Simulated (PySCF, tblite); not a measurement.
**C₄H₁₃NOSi₂: geometry, infrared bands and NMR shifts**

Aim: predict the infrared bands and NMR shifts of C₄H₁₃NOSi₂ (`CC(=O)N[SiH2]CC[SiH3]`).

Programs: tblite 0.8.0 and PySCF 2.14.0, with density-fitted response routines of our own. Each step states its level of theory. These are calculated values for one molecule in the gas phase, unless marked as measured. Atoms count from 0, in the outputs and in this text.

## (1) The starting structure

21 atoms, charge 0, multiplicity 1; geometry from: force field or distance geometry start.

Bonds of the start (Å): C0–C1 1.48, C1–O2 1.28, C1–N3 1.43, N3–Si4 1.82, Si4–C5 1.87, C5–C6 1.50, C6–Si7 1.86, C0–H8 1.12, C0–H9 1.12, C0–H10 1.10, N3–H11 1.04, Si4–H12 1.45, Si4–H13 1.45, C5–H14 1.11, C5–H15 1.12, C6–H16 1.13, C6–H17 1.12, Si7–H18 1.48, Si7–H19 1.49, Si7–H20 1.46.

## (2) Relaxing the molecule with GFN2-xTB

Job settings and geometry (Å):

```
{"job": {"kind": "relax", "xc": "GFN2-xTB", "basis": "xTB"}, "charge": 0, "multiplicity": 1}
C     -4.003400     0.177500    -0.320200
C     -2.722400     0.053500     0.404500
O     -2.668100     0.115600     1.686000
N     -1.526900    -0.149400    -0.345200
Si     0.024000    -0.314000     0.583600
C      1.300700    -0.566100    -0.764800
C      2.650800    -0.603000    -0.119800
Si     3.104500     0.937600     0.814100
H     -4.849100     0.215300     0.411500
H     -4.048500     1.157900    -0.868600
H     -4.148100    -0.586200    -1.097100
H     -1.560500    -0.218200    -1.377800
H      0.355100     0.888200     1.320500
H      0.007500    -1.436200     1.499200
H      1.216200     0.194500    -1.572300
H      1.048900    -1.551900    -1.221200
H      2.658200    -1.476900     0.600500
H      3.438200    -0.791400    -0.896800
H      2.916200     2.141300    -0.033200
H      4.528600     0.823000     1.222400
H      2.269100     1.005800     2.015300
```

Command:

```
$ OMP_NUM_THREADS=1 python probes_run.py task.json out
```

One launch serves the whole session: the jobs run in the order shown.

The log of the run:

```text
step      E/eV     max force
  0    -697.82032    4.700
  1    -698.17365    4.124
  2    -698.31619    1.003
  3    -698.37827    0.708
  4    -698.42525    0.522
  5    -698.44405    0.479
  6    -698.48223    0.507
  7    -698.50371    0.358
  8    -698.52688    0.288
  9    -698.54309    0.335
 10    -698.55631    0.333
 11    -698.56379    0.199
 12    -698.56865    0.129
 13    -698.57263    0.153
 14    -698.57640    0.153
 15    -698.57986    0.152
 16    -698.58274    0.147
 17    -698.58525    0.150
 18    -698.58770    0.149
 19    -698.58994    0.167
 20    -698.59178    0.119
 21    -698.59333    0.099
 22    -698.59479    0.113
 23    -698.59625    0.124
 24    -698.59772    0.127
 25    -698.59918    0.084
 26    -698.60062    0.083
 27    -698.60188    0.075
 28    -698.60283    0.070
 29    -698.60354    0.063
 30    -698.60418    0.075
 31    -698.60482    0.061
 32    -698.60538    0.050
 33    -698.60583    0.042
 34    -698.60622    0.050
 35    -698.60661    0.053
 36    -698.60703    0.052
 37    -698.60744    0.049
 38    -698.60785    0.050
 39    -698.60826    0.051
 40    -698.60869    0.065
 41    -698.60916    0.055
 42    -698.60967    0.054
 43    -698.61022    0.059
 44    -698.61077    0.051
 45    -698.61124    0.046
 46    -698.61164    0.044
 47    -698.61201    0.044
 48    -698.61234    0.041
 49    -698.61258    0.036
 50    -698.61278    0.030
 51    -698.61301    0.037
 52    -698.61330    0.052
 53    -698.61357    0.044
 54    -698.61375    0.027
 55    -698.61385    0.021
 56    -698.61396    0.031
 57    -698.61411    0.043
 58    -698.61429    0.038
 59    -698.61445    0.029
 60    -698.61456    0.023
 61    -698.61467    0.039
 62    -698.61482    0.050
 63    -698.61501    0.044
 64    -698.61518    0.026
 65    -698.61531    0.025
 66    -698.61543    0.027
 67    -698.61560    0.038
 68    -698.61581    0.033
 69    -698.61599    0.026
 70    -698.61611    0.022
 71    -698.61621    0.024
 72    -698.61631    0.025
 73    -698.61642    0.027
 74    -698.61654    0.028
 75    -698.61664    0.023
 76    -698.61673    0.024
 77    -698.61683    0.019
 78    -698.61693    0.025
 79    -698.61702    0.021
 80    -698.61712    0.023
 81    -698.61722    0.021
 82    -698.61731    0.019
 83    -698.61737    0.017
 84    -698.61740    0.014
 85    -698.61743    0.014
 86    -698.61745    0.014
 87    -698.61749    0.023
 88    -698.61753    0.026
 89    -698.61757    0.019
 90    -698.61760    0.013
 91    -698.61762    0.011
 92    -698.61765    0.012
 93    -698.61767    0.016
 94    -698.61770    0.012
 95    -698.61772    0.010
```

Run time: 0.92 s. Hardware: 1 thread of Arm Neoverse V1, shared host; peak memory 0.18 GiB.

Relaxation path: (not every step is listed)

```
step  energy from step 0 (eV)  largest force (eV/Å)
   0                   0.0000                4.7001
   1                  -0.3533                4.1240
   2                  -0.4959                1.0026
   3                  -0.5580                0.7083
   4                  -0.6049                0.5220
   5                  -0.6237                0.4795
   6                  -0.6619                0.5067
   7                  -0.6834                0.3578
   8                  -0.7066                0.2876
  16                  -0.7624                0.1474
  24                  -0.7774                0.1269
  32                  -0.7851                0.0497
  40                  -0.7884                0.0647
  48                  -0.7920                0.0411
  56                  -0.7936                0.0311
  64                  -0.7949                0.0264
  72                  -0.7960                0.0249
  80                  -0.7968                0.0234
  88                  -0.7972                0.0255
  90                  -0.7973                0.0135
  91                  -0.7973                0.0111
  92                  -0.7973                0.0124
  93                  -0.7973                0.0161
  94                  -0.7974                0.0123
  95                  -0.7974                0.0098
```

Close pairs (by a distance rule), those that changed most:

```
  bond  before (Å)  after (Å)  change (Å)
 C1–N3       1.426      1.347      -0.078
 C1–O2       1.284      1.215      -0.069
N3–Si4       1.815      1.757      -0.058
C6–Si7       1.858      1.901      +0.043
C6–H16       1.133      1.092      -0.041
 C0–H9       1.124      1.089      -0.036
 C0–H8       1.119      1.086      -0.033
 C0–C1       1.477      1.509      +0.032
```

The final coordinates are the input of the step that follows.

## (3) Infrared spectrum with GFN2-xTB

Job settings and geometry (Å):

```
{"job": {"kind": "ir", "xc": "GFN2-xTB", "basis": "xTB"}, "charge": 0, "multiplicity": 1}
C     -4.015363     0.108898    -0.383566
C     -2.723882    -0.012582     0.386548
O     -2.649410    -0.012896     1.598961
N     -1.590870    -0.124300    -0.333892
Si    -0.139984    -0.255917     0.648038
C      1.227213    -0.442632    -0.658405
C      2.622357    -0.624819    -0.065267
Si     3.343925     0.916100     0.781828
H     -4.852128     0.151726     0.307428
H     -3.997743     1.016186    -0.984763
H     -4.133634    -0.745768    -1.047022
H     -1.642097    -0.123512    -1.339397
H     -0.005339     0.971536     1.425738
H     -0.239964    -1.465736     1.461876
H      1.238148     0.420754    -1.327523
H      0.999566    -1.310036    -1.286680
H      2.600209    -1.452776     0.645723
H      3.307938    -0.929408    -0.861925
H      3.159594     2.083043    -0.085799
H      4.780435     0.701340     0.983853
H      2.702110     1.147743     2.074818
```

The log of the run:

```text
mode    cm-1     km/mol
  1      29.0      2.41
  2      51.7      3.36
  3      74.5      9.35
  4      85.8      0.69
  5      96.3      0.79
  6     130.4      4.44
  7     137.0      1.42
  8     154.1     12.37
  9     213.9      0.35
 10     310.2      1.69
 11     383.5     11.33
 12     477.2    107.41
 13     502.3     32.92
 14     512.0     31.03
 15     549.5     65.29
 16     569.8     28.39
 17     573.7      1.59
 18     638.5     11.97
 19     681.6     20.38
 20     704.4     50.63
 21     739.3    471.93
 22     760.8     85.64
 23     777.7    122.99
 24     788.8    137.32
 25     789.0    238.99
 26     800.7    212.75
 27     820.5    127.93
 28     831.1     49.21
 29     957.9     11.32
 30     996.3      6.38
 31    1003.7     25.98
 32    1084.8     32.19
 33    1089.7      8.71
 34    1165.7      1.92
 35    1184.4      0.72
 36    1293.7      6.03
 37    1311.1      9.76
 38    1365.1     69.09
 39    1387.0    597.61
 40    1456.9      8.06
 41    1466.4      9.09
 42    1483.8      1.80
 43    1495.6      0.71
 44    1717.1    386.06
 45    2239.4    412.53
 46    2245.0    207.79
 47    2275.0    267.80
 48    2280.0    275.61
 49    2301.0    245.69
 50    2925.0     65.70
 51    2937.6     55.39
 52    2962.7     40.21
 53    2975.7     49.81
 54    3019.4     15.89
 55    3023.4      8.49
 56    3062.6      8.91
 57    3468.8      1.94
```

Wall time 1 s (1 thread of Arm Neoverse V1, shared host); peak memory 0.18 GiB.

Which atoms move in the most intense modes:

```
cm⁻¹  km/mol                         atoms
 739   471.9  H12 35 %, H13 28 %, Si4 19 %
 789   239.0  H20 34 %, H18 28 %, H19 26 %
1387   597.6              C1 43 %, N3 28 %
1717   386.1              C1 63 %, O2 34 %
2239   412.5            H19 77 %, H18 18 %
2275   267.8                      H20 84 %
2280   275.6                      H13 88 %
2301   245.7                      H12 87 %
```

## (4) NMR shieldings: PBE0/pcSseg-1

The job, as its differences from that of step 3:

```diff
@@ -1,2 +1,2 @@
-{"job": {"kind": "ir", "xc": "GFN2-xTB", "basis": "xTB"}, "charge": 0, "multiplicity": 1}
+{"job": {"kind": "nmr", "xc": "PBE0", "basis": "pcSseg-1"}, "charge": 0, "multiplicity": 1}
 C     -4.015363     0.108898    -0.383566
```

Level: GIAO PBE0/pcSseg-1 NMR shielding, non-relativistic, gas phase.

The log of the run:

```text
coarse grid: 17800 points
cycle   1  E = -868.4001716173  dE =  8.001e-01  |g| = 8.761e-01  |ddm| = 3.992e+00
cycle   2  E = -867.9771015936  dE =  4.231e-01  |g| = 1.697e+00  |ddm| = 2.361e+00
cycle   3  E = -868.5437834567  dE = -5.667e-01  |g| = 2.651e-01  |ddm| = 1.838e+00
cycle   4  E = -868.5578169728  dE = -1.403e-02  |g| = 7.501e-02  |ddm| = 2.447e-01
cycle   5  E = -868.5589298886  dE = -1.113e-03  |g| = 2.044e-02  |ddm| = 6.534e-02
cycle   6  E = -868.5590204696  dE = -9.058e-05  |g| = 5.124e-03  |ddm| = 1.766e-02
cycle   7  E = -868.5590259767  dE = -5.507e-06  |g| = 1.310e-03  |ddm| = 4.526e-03
final grid: 160720 points
cycle   8  E = -868.6129059476  dE = -1.673e-05  |g| = 1.373e-02  |ddm| = 2.512e-02
cycle   9  E = -868.6128163216  dE =  8.963e-05  |g| = 2.552e-02  |ddm| = 2.848e-02
cycle  10  E = -868.6129430663  dE = -1.267e-04  |g| = 2.747e-03  |ddm| = 1.991e-02
cycle  11  E = -868.6129447112  dE = -1.645e-06  |g| = 2.596e-04  |ddm| = 2.294e-03
cycle  12  E = -868.6129447256  dE = -1.433e-08  |g| = 1.110e-04  |ddm| = 3.722e-04
cycle  13  E = -868.6129447284  dE = -2.869e-09  |g| = 2.671e-05  |ddm| = 1.147e-04
cycle  14  E = -868.6129447286  dE = -1.455e-10  |g| = 7.604e-06  |ddm| = 2.861e-05
converged SCF energy = -868.6129447286

GIAO shielding tensors (ppm)
atom      isotropic    diamagn.    paramagn.     s11        s22        s33       span
  0 C      162.969     249.205     -86.236    138.677    154.971    195.261     56.584
  1 C        9.019     247.902    -238.883    -71.503     -0.414     98.974    170.477
  2 O     -118.055     405.172    -523.227   -414.156   -220.683    280.673    694.829
  3 N      144.410     333.008    -188.598     40.118    147.505    245.608    205.491
  4 Si     393.308     883.985    -490.677    375.715    390.705    413.505     37.790
  5 C      176.145     257.924     -81.778    166.009    171.927    190.500     24.491
  6 C      183.183     249.285     -66.102    173.773    181.454    194.322     20.549
  7 Si     418.626     879.038    -460.412    379.952    410.434    465.492     85.539
  8 H       29.829      25.432       4.397     25.788     28.012     35.687      9.899
  9 H       29.626      28.216       1.410     25.952     29.007     33.918      7.966
 10 H       29.686      27.788       1.897     25.916     29.183     33.959      8.043
 11 H       27.555      38.302     -10.747     21.793     29.646     31.225      9.432
 12 H       26.751      33.360      -6.609     22.253     27.186     30.815      8.562
 13 H       26.975      32.668      -5.693     23.161     26.373     31.392      8.231
 14 H       30.926      36.242      -5.316     25.905     30.953     35.920     10.015
 15 H       30.416      35.020      -4.604     24.347     29.947     36.955     12.608
 16 H       30.921      30.853       0.067     26.168     29.649     36.945     10.777
 17 H       30.430      29.185       1.245     24.258     28.884     38.147     13.889
 18 H       28.042      29.291      -1.248     24.902     26.529     32.696      7.794
 19 H       27.821      27.956      -0.134     24.396     25.354     33.714      9.317
 20 H       27.746      29.080      -1.334     23.872     27.020     32.346      8.474
```

Run time: 57 s. Hardware: 1 thread of Arm Neoverse V1, shared host; peak memory 0.95 GiB.

Shifts follow as δ = σ(reference) − σ, with reference shieldings (ppm) from runs at the same level and on the same kind of geometry: 1H TMS 31.72, 13C TMS 186.9, 29Si TMS 349.2, 15N NH3 267.7, 17O H2O 336.1. The references are single molecules in the gas phase, so shifts against H2O, NH3, PH3, H3PO4 or CFCl3 are not on the usual liquid scales and can be off by tens of ppm. Atoms listed in one row are averaged.

```
        atoms                                  environment  σ (ppm)  δ (ppm)  δ scaled to CDCl3
           C1                        amide carbonyl carbon      9.0    177.9              171.7
           C0                methyl carbon α to a carbonyl    163.0     24.0               21.5
           C5                         sp3 CH2 bonded to Si    176.1     10.8                8.6
           C6                         sp3 CH2 bonded to Si    183.2      3.7                1.7
     H12, H13         hydrogen on a silicon bonded to C, N    26.86     4.85                  –
          H11           hydrogen on an amide-type nitrogen    27.55     4.16                  –
H18, H19, H20            hydrogen on a silicon bonded to C    27.87     3.85                  –
  H8, H9, H10  hydrogen on a methyl carbon α to a carbonyl    29.71     2.00               1.99
     H14, H15          hydrogen on an sp3 CH2 bonded to Si    30.67     1.05               1.09
     H16, H17          hydrogen on an sp3 CH2 bonded to Si    30.68     1.04               1.09
           O2                   amide-type carbonyl oxygen   -118.1    454.1                  –
           N3                          amide-type nitrogen    144.4    123.3                  –
          Si4                  silicon bonded to C, N, 2 H    393.3    -44.2                  –
          Si7                     silicon bonded to C, 3 H    418.6    -69.5                  –
```

The scaled column applies a straight-line fit of computed shieldings to shifts measured in CDCl3 (root-mean-square error 0.16 ppm for H, 1.9 ppm for C).

Charges from the same density, by scheme (e):

```
atoms  Mulliken    IAO  Hirshfeld  ESP fit
   C0     -0.25  -0.48      -0.12    -0.65
   C1      0.36   0.45       0.18     0.88
   O2     -0.44  -0.49      -0.27    -0.59
   N3     -0.62  -0.61      -0.21    -0.82
  Si4      0.79   0.89       0.37     0.61
   C5     -0.56  -0.54      -0.16    -0.28
   C6     -0.53  -0.53      -0.15    -0.23
  Si7      0.48   0.59       0.31     0.37
```

Mayer bond orders: C0–C1 0.99, C1–O2 1.86, C1–N3 1.16, N3–Si4 0.83, Si4–C5 0.89, C5–C6 1.04, C6–Si7 0.92.

## (5) What came out

| quantity | value |
| --- | --- |
| strongest single infrared mode (GFN2-xTB) | 1387 cm⁻¹, 598 km/mol |
| zero-point energy (GFN2-xTB) | 99.2 kcal/mol |
| 13C shifts against TMS (PBE0/pcSseg-1) | 177.9, 24.0, 10.8, 3.7 ppm |
| 1H shifts against TMS (PBE0/pcSseg-1, means over atoms taken as alike) | 4.85, 4.16, 3.85, 2.00, 1.05, 1.04 ppm |
| 17O shifts against H2O (PBE0/pcSseg-1) | 454.1 ppm |
| 15N shifts against NH3 (PBE0/pcSseg-1) | 123.3 ppm |
| 29Si shifts against TMS (PBE0/pcSseg-1) | -44.2, -69.5 ppm |

What this shows: Over 95 steps the energy fell by 0.797 eV; of the close pairs, C1–N3 changed most, 1.426 to 1.347 Å. No mode is imaginary among the 57: a minimum at this level. The strongest single mode, at 1387 cm⁻¹, moves mainly C1 and N3. GFN2-xTB is a fitted tight-binding method: band positions and strengths are rough. Its intensities can rank the bands wrongly. At PBE0/pcSseg-1: Shielding is most anisotropic at O2 (span 695 ppm, paramagnetic term -523 ppm).
